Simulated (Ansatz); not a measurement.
# Bi in Ansatz: notebook

The runs below take Bi through work function, projected density of states, with PBE, LDA, PBEsol.

Program: Ansatz 0.2.0. These are calculated values, not measurements. Logs are shortened: lines on timing, memory, paths and dates and some standing lists are left out, and cuts for length are marked.

## Step 1: The sheet as given

The cell holds a sheet with vacuum, 1 atom: a = 3.129 Å, b = 3.129 Å, c = 23.800 Å, α = 90.00°, β = 90.00°, γ = 90.00°.

The cell was built by a generator and needn't be a form met in nature.

## Step 2: Work function, PBE

The input, input.yaml:

```yaml
crystal:
  lattice:
    - [3.12932, 0.0, 0.0]
    - [0.0, 3.12932, 0.0]
    - [0.0, 0.0, 23.8]
  atoms:
    - { symbol: Bi, position: [0.5, 0.5, 0.29412] }
  periodic: [true, true, false]
kpoints:
  mp_grid: { grid: [9, 9, 1] }
scf:
  occupations: { method: fermi_dirac, width: 0.05 }
hamiltonian:
  xc: pbe
  pseudopotentials: { kind: all_electron, lapw: { basis_error: 0.002 } }
output:
  forces: true
  stress: true
  eigenvalues: true
```

Potentials or basis: all-electron LAPW, scalar-relativistic.

Started as:

```sh
ansatz run input.yaml --threads 2 --pin off --max-ram 8192MiB --backend cpu --events-out ev --progress --plain --runs-dir out
```

Log:

```text
Warning: RAYON_NUM_THREADS=2 ignored (pool sized by the plan → 2); use --threads N
LAPW: plane waves up to 7.012 Å⁻¹, error target 2.0e-3 eV per atom; small_component_spin mean_spin; Bi in spheres of 1.565 Å, 37 of its electrons in bands, Dirac shells [] (how accurate: hamiltonian.pseudopotentials.lapw.basis_error, Limitations)
Engine: ansatz 0.2.0, aarch64-unknown-linux-gnu
Pseudopotentials: kind: all_electron
Pseudopotential: Bi, LAPW, valence charge 37, lapw/all_electron/scalar/gaussian/Bi, Koelling and Harmon's equation, gaussian nucleus
Functional definition: PBE
  parameter kappa = 0.804
  parameter beta = 0.06672455060314922
  exchange = pbe_x(kappa = kappa, mu = beta*pi^2/3)
  correlation = pbe_c(beta = beta)
Crystal: 1 atoms, lattice volume = 233.065 Å³
Basis set: ecut = 187.31363878657373 eV, 1369 PW (Γ), exchange–correlation at level 2
Bands: 23, of which v1, the nominal top of the filled ones, is band 19 counted from 1 (18 counted from 0)
Symmetry: 16 space group operations
Space group: P4/mmm (ITA 123), of the structure as read, at distance tolerance 6.2e-5 Å
k-points: 15 of 81
Non-local potential: Bi, projectors of the file, none
Initial density: superposition of atomic densities (neutral atoms: chi_scale 0, normalization atom)
Initial wavefunctions: plane waves of lowest kinetic energy (no species holds an atomic orbital)
Functional: x = pbe(κ = 0.804, μ = 0.2195149727645171), c = pbe(β = 0.06672455060314922)
iter 1 solved again at ethr=6.84e-5 eV; its pass at ethr=1.00e-1 eV (dr2=2.53e-2 eV) is discarded
SCF iter   1: F=—  HF=-585705.401339 eV  |F-HF|=—  |Δ(HF+E_count)|=         —  Δρ=2.74e-3  dr2=2.55e-2  ethr=6.84e-5  ⟨swp⟩=4.7  Hψ=2202  notcnv=0
preconditioner: auto → LDOS  [metal: Δε(μ)=0.082 eV  Ē_g=10.131 eV  σ=0.050 eV  W_gap=0.35  n_scr=14 (ndim 8)  ℏωp=5.4 eV  f_vac=0.808  D(μ)=1.75/eV (n_scr^D=8)  β→1.0]
iter 2 solved again at ethr=3.12e-6 eV; its pass at ethr=6.84e-5 eV (dr2=1.16e-3 eV) is discarded
SCF iter   2: F=—  HF=-585705.396582 eV  |F-HF|=—  |Δ(HF+E_count)|=   4.76e-3  Δρ=8.93e-4  dr2=1.15e-3  ethr=3.12e-6  ⟨swp⟩=2.0  Hψ=1798  notcnv=0
SCF iter   3: F=—  HF=-585705.397337 eV  |F-HF|=—  |Δ(HF+E_count)|=   7.55e-4  Δρ=2.34e-4  dr2=1.64e-4  ethr=3.12e-6  ⟨swp⟩=3.0  Hψ=1052  notcnv=0
SCF iter   4: F=—  HF=-585705.396930 eV  |F-HF|=—  |Δ(HF+E_count)|=   4.07e-4  Δρ=1.01e-4  dr2=7.44e-5  ethr=4.42e-7  ⟨swp⟩=3.0  Hψ=1031  notcnv=0
SCF iter   5: F=—  HF=-585705.396930 eV  |F-HF|=—  |Δ(HF+E_count)|=   4.22e-7  Δρ=4.02e-5  dr2=1.31e-5  ethr=2.01e-7  ⟨swp⟩=3.0  Hψ=1032  notcnv=0
SCF iter   6: F=—  HF=-585705.396936 eV  |F-HF|=—  |Δ(HF+E_count)|=   6.08e-6  Δρ=1.02e-5  dr2=8.89e-7  ethr=3.54e-8  ⟨swp⟩=3.0  Hψ=1037  notcnv=0
SCF iter   7: F=-585705.396937 eV  HF=-585705.396936 eV  |F-HF|=5.02e-8  |Δ(HF+E_count)|=   4.09e-7  Δρ=2.79e-6  dr2=5.16e-8  ethr=2.40e-9  ⟨swp⟩=3.0  Hψ=1038  notcnv=0
SCF 1 converged in 7 iterations: F = -585705.396937 eV  dr2 = 5.16e-8
SCF converged after 7 iterations
Free energy (F): -585705.396937 eV
Harris-Foulkes:  -585705.396936 eV  (|F-HF|=5.02e-8)
Internal energy: -585705.384839 eV  (E = F + TS)
E sigma→0 (E₀):  -585705.390888 eV
Entropy (-TS):   -0.012097 eV (-12.097 meV/atom)
Fermi energy:    -4.605227 eV
--- Per-component energies (eV) ---
  E_band       = -3351.952325
  E_kinetic    = 678033.686716
  E_xc         = -10804.896780
  E_electrostatic = -1252934.174776  (all electrons and nuclei)
  E_smearing   = -0.012097  (= −TS)
  E_closure    = 0.000000  (closes the sum)
  E_atoms      = -585702.106902  (free atoms, spherical and without spin; not in F)
  Σ components = -585705.396937   (vs F -585705.396937, Δ=0.00e0)
  Basis errors (estimates in eV, not in F): energy 9.1e-4 per atom: plane waves 8.8e-4 (5.4e-4 summed), levels above the bands 9.5e-50, relativity 5.0e-8, radial functions 2.3e-5, core shells 1.9e-8; eigenvalues (radial functions only) 1.5e-6; not estimated: angular momenta, meshes, grids; target (lapw.basis_error) 2.0e-3; muffin-tin radii Bi 1.565 Å
--- Forces (eV/Å), atoms counted from 1 ---
  atom   1  Bi     0.00000000     0.00000000     0.00000000
  max |Σ_I F_I| component: 9.22e-30 eV/Å
--- 2D stress c σ (N/m, compression-positive) ---
        0.084883       0.000000       0.000000
        0.000000       0.084883       0.000000
        0.000000       0.000000       0.000000
  P = ½ c Tr σ = 0.0849 N/m
--- Band table (eV; the first three rows and the last of 15) ---
  k-point 0: bands = ["-157.6618", "-152.8015", "-152.8015", "-152.7904", "-152.7901", "-152.7836", "-152.7836", "-152.7814", "-95.9219", "-95.9219", "-95.8920", "-27.6290", "-27.3824", "-27.1910", "-27.1910", "-27.1739", "-17.0632", "-6.9981", "-1.3460", "-0.2666", "0.2888", "0.2888", "0.4827"]
  k-point 1: bands = ["-157.6618", "-152.8015", "-152.8015", "-152.7904", "-152.7901", "-152.7836", "-152.7836", "-152.7814", "-95.9226", "-95.9218", "-95.8920", "-27.5976", "-27.3653", "-27.2073", "-27.1896", "-27.1879", "-16.8887", "-6.8055", "-1.6961", "-1.0872", "-0.0801", "0.5003", "0.6759"]
  k-point 2: bands = ["-157.6618", "-152.8016", "-152.8015", "-152.7904", "-152.7901", "-152.7836", "-152.7836", "-152.7814", "-95.9242", "-95.9217", "-95.8919", "-27.5363", "-27.3037", "-27.2483", "-27.2233", "-27.1863", "-16.3770", "-6.2550", "-4.5310", "-0.5814", "0.4660", "1.0898", "1.2401"]
  k-point 14: bands = ["-157.6616", "-152.8016", "-152.8016", "-152.7904", "-152.7901", "-152.7836", "-152.7836", "-152.7814", "-95.9270", "-95.9270", "-95.8914", "-27.4386", "-27.3084", "-27.3080", "-27.1530", "-27.0315", "-12.6568", "-6.7315", "-6.6631", "-2.4661", "-0.1940", "2.6304", "3.2810"]
  the weakly bound empty levels are not read free of the cell's end (augmented_plane_waves)
```

Wall time 4.8 s (2 threads of Arm Neoverse V1, shared host); peak memory 0.34 GiB.

Results:

```yaml
Free_energy: -585705.3969 eV
Band_gap_on_the_k_mesh: none (metal or under the smearing width)
Work_function: 4.61 eV
```

Caveat: spin-orbit coupling is left out, which moves the levels of the heavy elements.

## Step 3: Work function, LDA

Edit input.yaml of step 2 so:

```diff
@@ -13,3 +13,3 @@
 hamiltonian:
-  xc: pbe
+  xc: lda
   pseudopotentials: { kind: all_electron, lapw: { basis_error: 0.002 } }
```

Potentials or basis: all-electron LAPW, scalar-relativistic.

Started as:

```sh
ansatz run input.yaml --threads 2 --pin off --max-ram 8192MiB --backend cpu --events-out ev --progress --plain --runs-dir out
```

Log:

```text
Warning: RAYON_NUM_THREADS=2 ignored (pool sized by the plan → 2); use --threads N
LAPW: plane waves up to 7.016 Å⁻¹, error target 2.0e-3 eV per atom; small_component_spin mean_spin; Bi in spheres of 1.565 Å, 37 of its electrons in bands, Dirac shells [] (how accurate: hamiltonian.pseudopotentials.lapw.basis_error, Limitations)
Engine: ansatz 0.2.0, aarch64-unknown-linux-gnu
Pseudopotentials: kind: all_electron
Pseudopotential: Bi, LAPW, valence charge 37, lapw/all_electron/scalar/gaussian/Bi, Koelling and Harmon's equation, gaussian nucleus
Functional definition: SPW92
[... 40 lines left out ...]
--- Forces (eV/Å), atoms counted from 1 ---
  atom   1  Bi     0.00000000     0.00000000     0.00000000
  max |Σ_I F_I| component: 1.11e-29 eV/Å
--- 2D stress c σ (N/m, compression-positive) ---
       -1.448581       0.000000       0.000000
        0.000000      -1.448581       0.000000
        0.000000       0.000000       0.000000
  P = ½ c Tr σ = -1.4486 N/m
--- Band table (eV; the first three rows and the last of 15) ---
  k-point 0: bands = ["-157.9658", "-153.2233", "-153.2233", "-153.2131", "-153.2129", "-153.2070", "-153.2070", "-153.2050", "-96.0851", "-96.0851", "-96.0594", "-27.8053", "-27.5565", "-27.3611", "-27.3611", "-27.3415", "-17.4035", "-7.2669", "-1.5370", "-0.2795", "-0.0450", "-0.0450", "0.4689"]
  k-point 1: bands = ["-157.9658", "-153.2233", "-153.2233", "-153.2131", "-153.2129", "-153.2070", "-153.2070", "-153.2050", "-96.0858", "-96.0851", "-96.0593", "-27.7736", "-27.5392", "-27.3776", "-27.3598", "-27.3557", "-17.2300", "-7.0745", "-2.0036", "-1.2780", "-0.0940", "0.1650", "0.6619"]
  k-point 2: bands = ["-157.9658", "-153.2233", "-153.2233", "-153.2131", "-153.2129", "-153.2070", "-153.2070", "-153.2050", "-96.0875", "-96.0850", "-96.0592", "-27.7118", "-27.4767", "-27.4190", "-27.3915", "-27.3564", "-16.7219", "-6.5246", "-4.8287", "-0.7692", "0.4438", "0.7499", "1.2269"]
  k-point 14: bands = ["-157.9656", "-153.2233", "-153.2233", "-153.2131", "-153.2129", "-153.2070", "-153.2070", "-153.2050", "-96.0903", "-96.0903", "-96.0587", "-27.6096", "-27.4797", "-27.4793", "-27.3239", "-27.2019", "-13.0474", "-7.0140", "-6.9510", "-2.7531", "-0.4318", "2.3687", "3.0489"]
  the weakly bound empty levels are not read free of the cell's end (augmented_plane_waves)
```

It took 4.6 s on 2 threads of Arm Neoverse V1, shared host; peak memory 0.34 GiB.

Results:

```yaml
Free_energy: -585394.7832 eV
Band_gap_on_the_k_mesh: none (metal or under the smearing width)
Work_function: 4.88 eV
```

Caveat: spin-orbit coupling is left out, which moves the levels of the heavy elements.

## Step 4: Work function, PBEsol

Edit input.yaml of step 3 so:

```diff
@@ -13,3 +13,3 @@
 hamiltonian:
-  xc: lda
+  xc: pbesol
   pseudopotentials: { kind: all_electron, lapw: { basis_error: 0.002 } }
```

Potentials or basis: all-electron LAPW, scalar-relativistic.

Started as:

```sh
ansatz run input.yaml --threads 2 --pin off --max-ram 8192MiB --backend cpu --events-out ev --progress --plain --runs-dir out
```

Log:

```text
Warning: RAYON_NUM_THREADS=2 ignored (pool sized by the plan → 2); use --threads N
LAPW: plane waves up to 7.013 Å⁻¹, error target 2.0e-3 eV per atom; small_component_spin mean_spin; Bi in spheres of 1.565 Å, 37 of its electrons in bands, Dirac shells [] (how accurate: hamiltonian.pseudopotentials.lapw.basis_error, Limitations)
Engine: ansatz 0.2.0, aarch64-unknown-linux-gnu
Pseudopotentials: kind: all_electron
Pseudopotential: Bi, LAPW, valence charge 37, lapw/all_electron/scalar/gaussian/Bi, Koelling and Harmon's equation, gaussian nucleus
Functional definition: PBEsol
  exchange = pbesol_x
  correlation = pbesol_c
Crystal: 1 atoms, lattice volume = 233.065 Å³
Basis set: ecut = 187.4032101635173 eV, 1369 PW (Γ), exchange–correlation at level 2
Bands: 23, of which v1, the nominal top of the filled ones, is band 19 counted from 1 (18 counted from 0)
Symmetry: 16 space group operations
Space group: P4/mmm (ITA 123), of the structure as read, at distance tolerance 6.2e-5 Å
k-points: 15 of 81
Non-local potential: Bi, projectors of the file, none
Initial density: superposition of atomic densities (neutral atoms: chi_scale 0, normalization atom)
Initial wavefunctions: plane waves of lowest kinetic energy (no species holds an atomic orbital)
Functional: x = pbesol(κ = 0.804, μ = 0.12345679012345678), c = pbesol(β = 0.046)
iter 1 solved again at ethr=6.88e-5 eV; its pass at ethr=1.00e-1 eV (dr2=2.54e-2 eV) is discarded
SCF iter   1: F=—  HF=-585550.796901 eV  |F-HF|=—  |Δ(HF+E_count)|=         —  Δρ=2.84e-3  dr2=2.56e-2  ethr=6.88e-5  ⟨swp⟩=4.3  Hψ=2200  notcnv=0
preconditioner: auto → LDOS  [metal: Δε(μ)=0.132 eV  Ē_g=10.125 eV  σ=0.050 eV  W_gap=0.45  n_scr=14 (ndim 8)  ℏωp=5.4 eV  f_vac=0.810  D(μ)=1.80/eV (n_scr^D=8)  β→1.0]
iter 2 solved again at ethr=3.42e-6 eV; its pass at ethr=6.88e-5 eV (dr2=1.27e-3 eV) is discarded
SCF iter   2: F=—  HF=-585550.789181 eV  |F-HF|=—  |Δ(HF+E_count)|=   7.72e-3  Δρ=9.39e-4  dr2=1.27e-3  ethr=3.42e-6  ⟨swp⟩=2.0  Hψ=1790  notcnv=0
SCF iter   3: F=—  HF=-585550.789231 eV  |F-HF|=—  |Δ(HF+E_count)|=   5.04e-5  Δρ=2.37e-4  dr2=1.36e-4  ethr=3.42e-6  ⟨swp⟩=3.0  Hψ=1045  notcnv=0
SCF iter   4: F=—  HF=-585550.788789 eV  |F-HF|=—  |Δ(HF+E_count)|=   4.42e-4  Δρ=1.03e-4  dr2=6.09e-5  ethr=3.67e-7  ⟨swp⟩=2.8  Hψ=1021  notcnv=0
SCF iter   5: F=—  HF=-585550.788782 eV  |F-HF|=—  |Δ(HF+E_count)|=   6.64e-6  Δρ=3.77e-5  dr2=9.39e-6  ethr=1.65e-7  ⟨swp⟩=3.0  Hψ=1030  notcnv=0
SCF iter   6: F=—  HF=-585550.788788 eV  |F-HF|=—  |Δ(HF+E_count)|=   5.53e-6  Δρ=9.08e-6  dr2=7.69e-7  ethr=2.54e-8  ⟨swp⟩=3.0  Hψ=1032  notcnv=0
SCF iter   7: F=-585550.788788 eV  HF=-585550.788788 eV  |F-HF|=3.78e-8  |Δ(HF+E_count)|=   5.31e-7  Δρ=2.35e-6  dr2=5.69e-8  ethr=2.08e-9  ⟨swp⟩=3.0  Hψ=1039  notcnv=0
SCF 1 converged in 7 iterations: F = -585550.788788 eV  dr2 = 5.69e-8
SCF converged after 7 iterations
Free energy (F): -585550.788788 eV
Harris-Foulkes:  -585550.788788 eV  (|F-HF|=3.78e-8)
Internal energy: -585550.776201 eV  (E = F + TS)
E sigma→0 (E₀):  -585550.782495 eV
Entropy (-TS):   -0.012587 eV (-12.587 meV/atom)
Fermi energy:    -4.699826 eV
--- Per-component energies (eV) ---
  E_band       = -3354.494272
  E_kinetic    = 677786.479389
  E_xc         = -10648.736337
  E_electrostatic = -1252688.519254  (all electrons and nuclei)
  E_smearing   = -0.012587  (= −TS)
  E_closure    = 0.000000  (closes the sum)
  E_atoms      = -585547.181600  (free atoms, spherical and without spin; not in F)
  Σ components = -585550.788788   (vs F -585550.788788, Δ=0.00e0)
  Basis errors (estimates in eV, not in F): energy 9.1e-4 per atom: plane waves 8.8e-4 (5.4e-4 summed), levels above the bands 1.0e-50, relativity 1.3e-7, radial functions 2.2e-5, core shells 1.9e-8; eigenvalues (radial functions only) 1.5e-6; not estimated: angular momenta, meshes, grids; target (lapw.basis_error) 2.0e-3; muffin-tin radii Bi 1.565 Å
--- Forces (eV/Å), atoms counted from 1 ---
  atom   1  Bi     0.00000000     0.00000000     0.00000000
  max |Σ_I F_I| component: 9.17e-30 eV/Å
--- 2D stress c σ (N/m, compression-positive) ---
       -0.894785       0.000000       0.000000
        0.000000      -0.894785       0.000000
        0.000000       0.000000       0.000000
  P = ½ c Tr σ = -0.8948 N/m
--- Band table (eV; the first three rows and the last of 15) ---
  k-point 0: bands = ["-157.7357", "-152.9011", "-152.9011", "-152.8908", "-152.8906", "-152.8846", "-152.8846", "-152.8826", "-95.9420", "-95.9420", "-95.9165", "-27.6623", "-27.4182", "-27.2237", "-27.2237", "-27.2026", "-17.1768", "-7.0935", "-1.3296", "-0.2094", "0.1813", "0.1813", "0.4788"]
  k-point 1: bands = ["-157.7357", "-152.9011", "-152.9011", "-152.8908", "-152.8906", "-152.8846", "-152.8846", "-152.8826", "-95.9427", "-95.9420", "-95.9164", "-27.6308", "-27.4010", "-27.2401", "-27.2224", "-27.2167", "-17.0023", "-6.9006", "-1.7995", "-1.0765", "-0.0229", "0.3929", "0.6722"]
  k-point 2: bands = ["-157.7357", "-152.9011", "-152.9011", "-152.8908", "-152.8906", "-152.8846", "-152.8846", "-152.8826", "-95.9444", "-95.9419", "-95.9163", "-27.5695", "-27.3385", "-27.2814", "-27.2523", "-27.2189", "-16.4906", "-6.3489", "-4.6428", "-0.5638", "0.5225", "0.9829", "1.2365"]
  k-point 14: bands = ["-157.7355", "-152.9011", "-152.9011", "-152.8908", "-152.8906", "-152.8846", "-152.8846", "-152.8826", "-95.9472", "-95.9472", "-95.9158", "-27.4695", "-27.3419", "-27.3415", "-27.1872", "-27.0613", "-12.7738", "-6.8323", "-6.7665", "-2.5513", "-0.3321", "2.5303", "3.2018"]
  the weakly bound empty levels are not read free of the cell's end (augmented_plane_waves)
```

Wall time 4.9 s (2 threads of Arm Neoverse V1, shared host); peak memory 0.34 GiB.

Results:

```yaml
Free_energy: -585550.7888 eV
Band_gap_on_the_k_mesh: none (metal or under the smearing width)
Work_function: 4.70 eV
```

Levels at points of the mesh, in eV from the Fermi level:
| k point | band 14 | band 15 | band 16 | band 17 | band 18 | band 19 | band 20 | band 21 | band 22 | band 23 |
| --- | --- | --- | --- | --- | --- | --- | --- | --- | --- | --- |
| (0.00, 0.00, 0.00) | -22.52 | -22.52 | -22.50 | -12.48 | -2.39 | 3.37 | 4.49 | 4.88 | 4.88 | 5.18 |

Caveat: spin-orbit coupling is left out, which moves the levels of the heavy elements.

(Part 1 of 2 ends here.)
